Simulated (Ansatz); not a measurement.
# triplet Ge2H6 at 6 levels

Aim: a comparison of 6 runs (U-r2SCAN0/6-31G*, U-wB97M-V/6-31G*, UB3LYP/6-31G*, UHSE06/6-31G*, UPBE0/6-31G*, RPA@PBE/6-31G*) of triplet Ge2H6. 

Program for the calculation: Ansatz 0.2.0.

39 further runs of the same task are left out: 39 set aside as unsound or not needed.

## (1) Starting point

Ge2H6: 8 atoms, total charge 0, spin state triplet. As SMILES of the parent species, `[GeH3][GeH3]`. The shape is that of a PBE0-D4/def2-TZVP optimisation. That shape belongs to the parent species and isn't relaxed for this state.

Bond lengths: Ge1–Ge2 2.420 Å, Ge1–H3 1.537 Å, Ge1–H4 1.537 Å, Ge1–H5 1.537 Å, Ge2–H6 1.537 Å, Ge2–H7 1.537 Å, Ge2–H8 1.537 Å. Some angles: Ge1–Ge2–H6 110.3°, Ge1–Ge2–H7 110.3°, Ge1–Ge2–H8 110.3°, Ge2–Ge1–H3 110.3°, Ge2–Ge1–H4 110.3°, Ge2–Ge1–H5 110.3°, H6–Ge2–H7 108.6°, H6–Ge2–H8 108.6°, H7–Ge2–H8 108.6°, H3–Ge1–H4 108.6°.

## (2) A single-point energy at U-r2SCAN0/6-31G(d) (spherical functions) (run 1)

The input, molecule.yaml:

```yaml
basis:
  gaussian:
    orbitals: 6-31G_st_-spherical.json
crystal:
  periodic: [false, false, false]
  atoms:
    - symbol: Ge
      position_ang: [-0.569150, 0.281910, -1.029950]
    - symbol: Ge
      position_ang: [0.569150, -0.281910, 1.029950]
    - symbol: H
      position_ang: [-0.360530, -0.825230, -2.075830]
    - symbol: H
      position_ang: [-2.077470, 0.442320, -0.780090]
    - symbol: H
      position_ang: [-0.023210, 1.601970, -1.597890]
    - symbol: H
      position_ang: [0.367430, 0.829100, 2.073090]
    - symbol: H
      position_ang: [2.076310, -0.450460, 0.778490]
    - symbol: H
      position_ang: [0.017470, -1.597700, 1.602230]
magnetization:
  spin_polarized: true
  initial_magnetization: 2
hamiltonian:
  xc: {name: r2SCAN0}
accuracy: high
output: {orbitals: {seedname: orbitals}}
```

The basis set 6-31G* is read from a file made from the Basis Set Exchange's data (not shown).

Launch:

```sh
$ ansatz run molecule.yaml --threads 1 --pin off --max-ram 3480MiB --events-out events.jsonl --progress --plain --runs-dir runs
```

Log:

```text
Warning: RAYON_NUM_THREADS=1 ignored (pool sized by the plan → 1); use --threads N
Functional definition: r2SCAN0
  name "r2SCAN0"
  parameter a = 0.25
  parameter k0 = 0.174
  parameter k1 = 0.065
  parameter a1 = 4.9479
  exchange = (1 - a)*r2scan_x(k0 = k0, k1 = k1, a1 = a1) + a*exact_x
  correlation = r2scan_c
1611 factors; integrals over basis functions are off by at most 8.5e-9 eV
mean field evaluation 1: about -113109.5547 eV, gradient 8.6e0 eV
mean field evaluation 2: about -113109.7987 eV, gradient 6.5e0 eV
mean field evaluation 4: about -113109.8809 eV, gradient 3.0e-1 eV
mean field evaluation 8: about -113110.0137 eV, gradient 6.4e-2 eV
mean field evaluation 16: about -113110.0138 eV, gradient 3.9e-5 eV
mean field evaluation 32: about -113109.5548 eV, gradient 2.9e0 eV
mean field -113110.01376809 eV, -4156.7163372562 hartree, gradient 7.3e-8 eV, S^2 2.005207; 2 other end points of the search recorded, 0 dependent functions left out
reference -113110.01377120 eV, -4156.7163373707 hartree; 36, 34 occupied and 40, 42 virtual orbitals, 1611 factors
Total energy: -113110.01377120 eV, -4156.7163373707 hartree
```

It took 17 s on 1 thread of Intel Xeon 6975P-C (Granite Rapids), shared host; peak memory 0.55 GiB.

## (3) A single-point energy at U-wB97M-V/6-31G(d) (spherical functions) (run 2)

The input, input.yaml:

```yaml
basis:
  gaussian:
    orbitals: 6-31G_st_-spherical.json
crystal:
  periodic: [false, false, false]
  atoms:
    - symbol: Ge
      position_ang: [-0.569150, 0.281910, -1.029950]
    - symbol: Ge
      position_ang: [0.569150, -0.281910, 1.029950]
    - symbol: H
      position_ang: [-0.360530, -0.825230, -2.075830]
    - symbol: H
      position_ang: [-2.077470, 0.442320, -0.780090]
    - symbol: H
      position_ang: [-0.023210, 1.601970, -1.597890]
    - symbol: H
      position_ang: [0.367430, 0.829100, 2.073090]
    - symbol: H
      position_ang: [2.076310, -0.450460, 0.778490]
    - symbol: H
      position_ang: [0.017470, -1.597700, 1.602230]
total_charge: 0
magnetization:
  spin_polarized: true
  initial_magnetization: 2
hamiltonian:
  xc: {name: wB97M-V}
accuracy: high
output:
  orbitals: {seedname: orbitals}
```

The basis set 6-31G* is read from a file made from the Basis Set Exchange's data (not shown).

Launch:

```sh
$ ansatz run input.yaml --threads 1 --pin off --max-ram 3480MiB --events-out events.jsonl --progress --plain --runs-dir runs
```

Log, shortened:

```text
Warning: RAYON_NUM_THREADS=1 ignored (pool sized by the plan → 1); use --threads N
Functional definition: wB97M-V
  name "wB97M-V"
[...]
  gx(w, u) = 1 - cx + cx01*u + cx10*w
  gss(w, u) = css00 + css04*u^4 + css10*w + css20*w^2 + css43*w^4*u^3
  gos(w, u) = cos00 + cos10*w + (cos20 + cos21*u)*w^2 + (cos60 + cos61*u)*w^6
[...]
      + integral(e_c_pw_mod_opposite_spin*gos(b97_w_opposite, b97_u_opposite)) + vv10(b, c)
1611 factors; integrals over basis functions are off by at most 8.5e-9 eV
338 factors; integrals over basis functions are off by at most 2.4e-9 eV
[...]
mean field -113104.85313393 eV, -4156.5266874490 hartree, gradient 4.0e-8 eV, S^2 2.002252; 2 other end points of the search recorded, 0 dependent functions left out
reference -113104.85313949 eV, -4156.5266876532 hartree; 36, 34 occupied and 40, 42 virtual orbitals, 1611 factors
Total energy: -113104.85313949 eV, -4156.5266876532 hartree
```

Wall time 53 s (1 thread of Intel Xeon 6975P-C (Granite Rapids), shared host); peak memory 1 GiB.

## (4) The energy at UB3LYP/6-31G(d) (spherical functions) (run 3)

The input, input.yaml:

```yaml
basis:
  gaussian: {orbitals: 6-31G_st_-spherical.json}
crystal:
  periodic: [false, false, false]
  atoms:
    - {symbol: Ge, position_ang: [-0.569150, 0.281910, -1.029950]}
    - {symbol: Ge, position_ang: [0.569150, -0.281910, 1.029950]}
    - {symbol: H, position_ang: [-0.360530, -0.825230, -2.075830]}
    - {symbol: H, position_ang: [-2.077470, 0.442320, -0.780090]}
    - {symbol: H, position_ang: [-0.023210, 1.601970, -1.597890]}
    - {symbol: H, position_ang: [0.367430, 0.829100, 2.073090]}
    - {symbol: H, position_ang: [2.076310, -0.450460, 0.778490]}
    - {symbol: H, position_ang: [0.017470, -1.597700, 1.602230]}
hamiltonian: {xc: {name: B3LYP}}
magnetization: {spin_polarized: true, initial_magnetization: 2}
accuracy: high
total_charge: 0
output: {orbitals: {seedname: orbitals}}
```

The basis set 6-31G* is read from a file made from the Basis Set Exchange's data (not shown).

Launch:

```sh
$ ansatz run input.yaml --threads 1 --pin off --max-ram 3480MiB --events-out events.jsonl --progress --plain --runs-dir runs
```

Log:

```text
Warning: RAYON_NUM_THREADS=1 ignored (pool sized by the plan → 1); use --threads N
Functional definition: B3LYP
  name "B3LYP"
  parameter a0 = 0.2
  parameter ax = 0.72
  parameter ac = 0.81
  exchange = (1 - a0 - ax)*slater_x + ax*b88_x + a0*exact_x
  correlation = (1 - ac)*vwn_rpa_c + ac*lyp_c
1611 factors; integrals over basis functions are off by at most 8.5e-9 eV
mean field evaluation 1: about -113114.0512 eV, gradient 1.3e1 eV
mean field evaluation 2: about -113114.3535 eV, gradient 1.1e1 eV
mean field evaluation 4: about -113114.5641 eV, gradient 2.7e-1 eV
mean field evaluation 8: about -113114.6635 eV, gradient 4.9e-2 eV
mean field evaluation 16: about -113114.6636 eV, gradient 5.5e-5 eV
mean field -113114.66355366 eV, -4156.8872137242 hartree, gradient 7.0e-8 eV, S^2 2.001690; 2 other end points of the search recorded, 0 dependent functions left out
reference -113114.66359926 eV, -4156.8872153999 hartree; 36, 34 occupied and 40, 42 virtual orbitals, 1611 factors
Total energy: -113114.66359926 eV, -4156.8872153999 hartree
```

It took 8.4 s on 1 thread of Intel Xeon 6975P-C (Granite Rapids), shared host; peak memory 0.41 GiB.

Runs 4 to 5 aren't shown in full; the table further down has their settings and results.

## (5) The energy at RPA@PBE/6-31G(d) (spherical functions) (run 6)

The input, run.yaml:

```yaml
basis:
  gaussian: {orbitals: 6-31G_st_-spherical.json}
crystal:
  periodic: [false, false, false]
  atoms:
    - symbol: Ge
      position_ang: [-0.569150, 0.281910, -1.029950]
    - symbol: Ge
      position_ang: [0.569150, -0.281910, 1.029950]
    - symbol: H
      position_ang: [-0.360530, -0.825230, -2.075830]
    - symbol: H
      position_ang: [-2.077470, 0.442320, -0.780090]
    - symbol: H
      position_ang: [-0.023210, 1.601970, -1.597890]
    - symbol: H
      position_ang: [0.367430, 0.829100, 2.073090]
    - symbol: H
      position_ang: [2.076310, -0.450460, 0.778490]
    - symbol: H
      position_ang: [0.017470, -1.597700, 1.602230]
magnetization: {spin_polarized: true, initial_magnetization: 2}
hamiltonian: {xc: pbe}
correlation: {method: rpa, frozen_orbitals: {Ge: 9, H: 0}}
accuracy: high
```

The basis set 6-31G* is read from a file made from the Basis Set Exchange's data (not shown).

Launch:

```sh
$ ansatz run run.yaml --threads 1 --pin off --max-ram 3480MiB --events-out events.jsonl --progress --plain --runs-dir runs
```

Log, shortened:

```text
Warning: RAYON_NUM_THREADS=1 ignored (pool sized by the plan → 1); use --threads N
Functional definition: PBE
  name "PBE"
[...]
1611 factors; integrals over basis functions are off by at most 8.5e-9 eV
[...]
mean field -113094.61397273 eV, -4156.1504052152 hartree, gradient 2.7e-8 eV, S^2 2.002375; 8 other end points of the search recorded, 0 dependent functions left out
18 core orbitals not correlated: weight in the atoms' cores, before any rotation towards them, 1.000 or more for the frozen orbitals, at most 0.000 for the correlated occupied ones
reference -113017.69918188 eV, -4153.3238387861 hartree; 18, 16 occupied and 40, 42 virtual orbitals, 1611 factors
Total energy: -113038.23332588 eV, -4154.0784546597 hartree
```

Run time: 13 s. Hardware: 1 thread of Intel Xeon 6975P-C (Granite Rapids), shared host; peak memory 0.32 GiB.

## (6) Overview of the runs

| run | level | frozen core orbitals | energy (Eh) | HOMO energy (eV) | ⟨S²⟩ | wall time |
| --- | --- | --- | --- | --- | --- | --- |
| 1 | U-r2SCAN0/6-31G* (spherical functions) | – | -4156.716337 | -2.15 | 2.005 | 17 s |
| 2 | U-wB97M-V/6-31G* (spherical functions) | – | -4156.526688 | -3.64 | 2.002 | 53 s |
| 3 | UB3LYP/6-31G* (spherical functions) | – | -4156.887215 | -1.86 | 2.002 | 8.4 s |
| 4 | UHSE06/6-31G* (spherical functions) | – | -4156.258294 | -1.68 | 2.003 | 10 s |
| 5 | UPBE0/6-31G* (spherical functions) | – | -4156.257586 | -2.02 | 2.003 | 9.6 s |
| 6 | RPA@PBE/6-31G* (spherical functions) | 18 | -4154.078455 | – | 2.002 | 13 s |

## (7) Summary of results

```
                                quantity           value
                     run 6: total energy  -4154.07845 Eh
 run 6: RPA correlation energy (valence)      -754.6 mEh
run 6: ⟨S²⟩ of the reference determinant           2.002
```

In words: Totals of different functionals can't be ranked against each other. All runs together took 1.9 min, the longest 53 s.
